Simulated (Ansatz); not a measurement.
Which YAML input does this script hand to the engine? (Ansatz 0.2.0 through its Python package)

Script `scf_li3sc.py`:
```python
'''Ground state of Li3Sc at the given structure.'''

from pathlib import Path

import ansatz
import numpy as np

system = (
    ansatz.Lattice.from_parameters(6.23145591, 6.23145591, 4.932666, alpha=90, beta=90, gamma=120)
    .space_group(194)
    .atom('Li', (0.32174001, 0.16087001, 0.75))
    .atom('Sc', (2 / 3, 1 / 3, 0.25))
)

# functional, basis and sampling
calculation = (
    system.calculation()
    .functional(ansatz.Functional.PBE)
    .basis(630, density_ratio=4)
    .kpoints(5)
    .occupations('fermi_dirac')
    .eigensolver('davidson', full_accuracy=True)
    .scf(extra_bands=6, algorithm='density_mixing')
    .density()
    .potential()
    .electron_localization_function()
    .output_files(volumetric_format='npy')
    .forces()
)
session = calculation.session()
planned = session.plan(threads=1)
out = planned.execute()
summary = out.report

energy = summary['free_energy_ev']
print('Li3Sc: {:.6f} eV = {:.6f} Ry = {:.6f} Ha'.format(energy, energy / 13.605693, energy / 27.211386))
print('Fermi level {:.4f} eV, {} k-points, {} symmetry operations'.format(summary['fermi_energy_ev'], summary['n_kpoints'], summary['n_symmetry_ops']))

folder = Path(out.write_results('fields'))
for name in sorted(p.name for p in folder.glob('*.npy')):
    field = np.load(folder / name)
    print(f'{name:16s} {str(field.shape):16s} min {field.min():10.4f}  mean {field.mean():10.4f}  max {field.max():10.4f}')

# forces in eV per angstrom
forces = np.array(summary['forces_ev_ang'])
norms = np.linalg.norm(forces, axis=1)
print('largest force {:.4f} eV/A on atom {}'.format(norms.max(), norms.argmax()))
print(np.array2string(forces, precision=4, suppress_small=True))

print('energy terms (eV)')
for term, value in summary['components'].items():
    if abs(value) > 1e-9:
        print(f'  {term:26s} {value:16.5f}')
```

`python scf_li3sc.py` gives:
```text
Li3Sc: -5498.154977 eV = -404.106941 Ry = -202.053470 Ha
Fermi level 3.5117 eV, 15 k-points, 24 symmetry operations
elf.npy          (54, 54, 45)     min     0.0168  mean     0.3881  max     0.9982
rho.npy          (54, 54, 45)     min     0.0492  mean     0.2411  max     9.1400
v_es.npy         (54, 54, 45)     min   -86.2895  mean     1.3642  max     7.1087
v_tot.npy        (54, 54, 45)     min  -111.3847  mean    -6.3732  max     0.5413
largest force 0.0218 eV/A on atom 2
[[ 0.0189  0.0109  0.    ]
 [ 0.      0.0218 -0.    ]
 [ 0.0189 -0.0109 -0.    ]
 [-0.0189 -0.0109 -0.    ]
 [-0.0189  0.0109  0.    ]
 [-0.     -0.0218  0.    ]
 [-0.      0.      0.    ]
 [ 0.     -0.     -0.    ]]
energy terms (eV)
  e_band                           -974.33731
  e_kinetic                         645.49994
  e_local                         -2924.37023
  e_nonlocal                        -31.99213
  e_hartree                         988.70057
  e_xc                             -267.12126
  e_vxc                            -333.37239
  e_paw                           -2036.96795
  e_vpaw                           -307.49846
  e_augmentation_tail                -0.00026
  e_ewald                         -1871.59764
  e_smearing                         -0.30602
```

`input.yaml`:
```yaml
crystal:
  lattice: { a: 6.23145591, b: 6.23145591, c: 4.932666, alpha: 90.0, beta: 90.0, gamma: 120.0 }
  space_group: 194
  atoms:
    - { symbol: Li, position: [0.32174001, 0.16087001, 0.75] }
    - { symbol: Sc, position: [0.6666666666667, 0.3333333333333, 0.25] }
basis:
  ecutwfc: 630.0
  ecutrho_ratio: 4
kpoints:
  mp_grid: { grid: [5, 5, 5] }
hamiltonian:
  xc: pbe
scf:
  algorithm: density_mixing
  n_extra_bands: 6
  occupations: { method: fermi_dirac }
  eigensolver: { kind: davidson, full_accuracy: true }
output:
  write_density: true
  write_potential: true
  volumetric_format: npy
  elf: true
  forces: true
```

The program run on that file:
```console
$ ansatz run input.yaml --threads 1 --pin off --max-ram 3072MiB --backend cpu --events-out ev --progress --plain --runs-dir out
crystal.space_group: 194 is read as P63/mmc: the typed cell holds Li6Sc2 (Li 6h, Sc 2d). Least distances (Å): Li–Li 3.007, Li–Sc 3.090, Sc–Sc 4.362
crystal.space_group generates its sites in this order, which a site index counts, at these fractional coordinates of the primitive cell where crystal.reduce_to_primitive is true, and else of the cell that is read (crystal.supercell repeats the list replica by replica, and crystal.defects acts on that): 0: Li [0.321740, 0.160870, 0.750000]; 1: Li [0.160870, 0.321740, 0.250000]; 2: Li [0.160870, 0.839130, 0.250000]; 3: Li [0.678260, 0.839130, 0.250000]; 4: Li [0.839130, 0.160870, 0.750000]; 5: Li [0.839130, 0.678260, 0.750000]; 6: Sc [0.666667, 0.333333, 0.250000]; 7: Sc [0.333333, 0.666667, 0.750000];
scf.n_extra_bands = 6 over 20 filled bands (N_el = 40.0): the run solves 26 bands
Engine: ansatz 0.2.0, x86_64-unknown-linux-gnu
Pseudopotentials: kind: paw
Pseudopotential: Li, paw, valence charge 3, recommended cutoff 420 eV (normal), Li.paw.azcp
Pseudopotential: Sc, paw, valence charge 11, recommended cutoff 420 eV (normal), Sc.paw.azcp
Functional definition: PBE
  parameter kappa = 0.804
  parameter beta = 0.06672455060314922
  exchange = pbe_x(kappa = kappa, mu = beta*pi^2/3)
  correlation = pbe_c(beta = beta)
Crystal: 8 atoms, lattice volume = 165.879 Å³
Basis set: ecut = 630 eV, 5955 PW (Γ), exchange–correlation on 108×108×90 points (8 copies of the dense FFT grid, shifted against one another)
Bands: 26, of which v1, the nominal top of the filled ones, is band 20 counted from 1 (19 counted from 0)
Symmetry: 24 space group operations
Space group: P63/mmc (ITA 194), of the structure as read, at distance tolerance 5.5e-5 Å
k-points: 15 of 125
Non-local potential: Li, projectors of the file, l = 0: 3, l = 1: 2, l = 2: 1
Non-local potential: Sc, projectors of the file, l = 0: 3, l = 1: 2, l = 2: 3, l = 3: 1
PAW form: soft (Blöchl's): semilocal exchange-correlation on the pseudo side does not see the compensation charge
PAW one-centre angular grid: Li, 110 points (default); XC on 64 Gauss nodes
PAW one-centre angular grid: Sc, 590 points (default); XC on 64 Gauss nodes
Initial density: superposition of atomic densities (neutral atoms: chi_scale 0, normalization atom), corrected by the library's trained network
Initial wavefunctions: pseudopotential atomic-orbital guess
Functional: x = pbe(κ = 0.804, μ = 0.2195149727645171), c = pbe(β = 0.06672455060314922)
SCF iter   1: F=—  HF=-5498.154674 eV  |F-HF|=—  |Δ(HF+E_count)|=         —  Δρ=2.35e-3  dr2=7.83e-3  ethr=1.08e-12 (applied; sched 1.00e-12)  ⟨swp⟩=20.3  Hψ=7031  notcnv=142  reapply=40
preconditioner: auto → Kerker (q_TF=auto, 2.152 Å⁻¹)  [metal: Δε(μ)=0.055 eV  Ē_g=1.917 eV  σ=0.100 eV  W_gap=0.14  n_scr=26 (ndim 8)  ℏωp=10.0 eV  f_vac=0.000  D(μ)=9.33/eV (n_scr^D=82)]
SCF iter   2: F=—  HF=-5498.154610 eV  |F-HF|=—  |Δ(HF+E_count)|=   6.38e-5  Δρ=1.28e-3  dr2=2.69e-3  ethr=1.04e-12 (applied; sched 1.00e-12)  ⟨swp⟩=18.1  Hψ=4092  notcnv=1  reapply=15
SCF iter   3: F=—  HF=-5498.154965 eV  |F-HF|=—  |Δ(HF+E_count)|=   3.55e-4  Δρ=2.54e-4  dr2=1.45e-4  ethr=1.06e-12 (applied; sched 1.00e-12)  ⟨swp⟩=18.3  Hψ=4075  notcnv=2  reapply=15
SCF iter   4: F=—  HF=-5498.154978 eV  |F-HF|=—  |Δ(HF+E_count)|=   1.32e-5  Δρ=4.45e-5  dr2=3.60e-6  ethr=1.05e-12 (applied; sched 1.00e-12)  ⟨swp⟩=16.9  Hψ=3448  notcnv=1  reapply=15
SCF iter   5: F=—  HF=-5498.154977 eV  |F-HF|=—  |Δ(HF+E_count)|=   8.29e-7  Δρ=1.18e-5  dr2=2.66e-7  ethr=1.08e-12 (applied; sched 1.00e-12)  ⟨swp⟩=13.1  Hψ=2585  notcnv=1
SCF iter   6: F=-5498.154977 eV  HF=-5498.154977 eV  |F-HF|=9.04e-9  |Δ(HF+E_count)|=   5.02e-9  Δρ=3.26e-6  dr2=2.75e-8  ethr=1.02e-12 (applied; sched 1.00e-12)  ⟨swp⟩=12.0  Hψ=2272  notcnv=0
SCF 1 converged in 6 iterations: F = -5498.154977 eV  dr2 = 2.75e-8
  Residual-converged pass: ⟨swp⟩=5.5  Hψ=1347  notcnv=0  max |occ|·‖R‖ = 9.6e-9 eV (tolerance 1.0e-8 eV)  dr2=2.76e-8  dr2_onsite=1.80e-9  max |Δocc| = 4.9e-9
  greatest PAW one-centre occupation: 1.000 electrons in one spin orbital (limit 2), on the Li atom at site 5 (counted from 0), in its partial waves of l = 0
SCF converged after 6 iterations
Free energy (F): -5498.154977 eV
Harris-Foulkes:  -5498.154977 eV  (|F-HF|=9.04e-9)
Internal energy: -5497.848959 eV  (E = F + TS)
E sigma→0 (E₀):  -5498.001968 eV
Entropy (-TS):   -0.306019 eV (-38.252 meV/atom)
Fermi energy:    3.511726 eV
--- Per-component energies (eV) ---
  E_band       = -974.337312
  E_kinetic    = 645.499942
  E_local      = -2924.370229  (includes V_loc(G=0)·N_el)
  E_nonlocal   = -31.992134
  E_hartree    = 988.700567
  E_xc         = -267.121263
  E_vxc        = -333.372394  (∫ρ·V_xc dr)
  E_paw        = -2036.967948  (= ΣΔE_a)
  E_vpaw       = -307.498465  (= ΣTr[D̂ρ^β])
  E_aug_tail   = -0.000255  (compensation charges beyond the density's cutoff)
  E_ewald      = -1871.597637
  E_smearing   = -0.306019  (= −TS)
  E_closure    = -0.000000  (closes the sum)
  Σ components = -5498.154977   (vs F -5498.154977, Δ=0.00e0)
--- Forces (eV/Å), atoms counted from 1 ---
  atom   1  Li     0.01885209     0.01088426     0.00000000
  atom   2  Li     0.00000000     0.02176852    -0.00000000
  atom   3  Li     0.01885209    -0.01088426    -0.00000000
  atom   4  Li    -0.01885209    -0.01088426    -0.00000000
  atom   5  Li    -0.01885209     0.01088426     0.00000000
  atom   6  Li    -0.00000000    -0.02176852     0.00000000
  atom   7  Sc    -0.00000000     0.00000000     0.00000000
  atom   8  Sc     0.00000000    -0.00000000    -0.00000000
  max |Σ_I F_I| component: 1.27e-17 eV/Å
--- Band table (eV; the first three rows and the last of 15) ---
  k-point 0: bands = ["-46.8640", "-46.8630", "-42.3731", "-42.3611", "-42.3611", "-42.3583", "-42.3539", "-42.3539", "-25.4736", "-25.4736", "-25.4664", "-25.4664", "-25.4445", "-25.4378", "-0.5732", "2.9631", "2.9808", "3.1592", "3.1592", "3.3229", "3.3229", "3.7485", "4.1217", "4.1217", "4.6613", "4.6613"]
  k-point 1: bands = ["-46.8638", "-46.8630", "-42.3717", "-42.3604", "-42.3604", "-42.3597", "-42.3546", "-42.3546", "-25.4729", "-25.4729", "-25.4671", "-25.4671", "-25.4444", "-25.4389", "-0.3576", "2.5274", "3.2104", "3.2104", "3.2131", "3.4033", "3.4033", "3.4081", "4.0020", "4.0020", "4.5662", "4.5662"]
  k-point 2: bands = ["-46.8636", "-46.8632", "-42.3680", "-42.3634", "-42.3586", "-42.3586", "-42.3564", "-42.3564", "-25.4711", "-25.4711", "-25.4689", "-25.4689", "-25.4435", "-25.4414", "0.2729", "1.2730", "3.3632", "3.3632", "3.5308", "3.5308", "3.8616", "3.8616", "3.9265", "4.0715", "4.1759", "4.1759"]
  k-point 14: bands = ["-46.8634", "-46.8634", "-42.3656", "-42.3614", "-42.3604", "-42.3599", "-42.3575", "-42.3567", "-25.4712", "-25.4707", "-25.4701", "-25.4685", "-25.4421", "-25.4417", "1.2387", "1.4190", "2.0838", "2.3872", "2.5231", "2.9296", "3.5729", "3.8977", "3.9563", "4.0803", "4.7527", "4.7608"]
```

These settings explore the input space; cutoff and mesh may be short of convergence. Spin is left out of this run. The energy terms are those on the plane-wave grid, with the one-centre PAW part apart; e_band, e_vxc and e_vpaw aren't summands of the total. For a metal this k-point mesh is coarse: on a finer one energies can move by several to tens of meV an atom and pressures by half a GPa or more, differences at one mesh by less. Only differences from the Fermi energy are physical; the zero of the scale is a convention. Grid values close to the nuclei reflect the PAW or pseudopotential construction, not the all-electron fields. The structure comes from a database of computed cells and needn't be a stable or known phase. Gaps and levels are Kohn-Sham values on a finite set of k-points. Cost: about 19 core-seconds.

(Lines on the test bed's own set-up are left out of the output.)
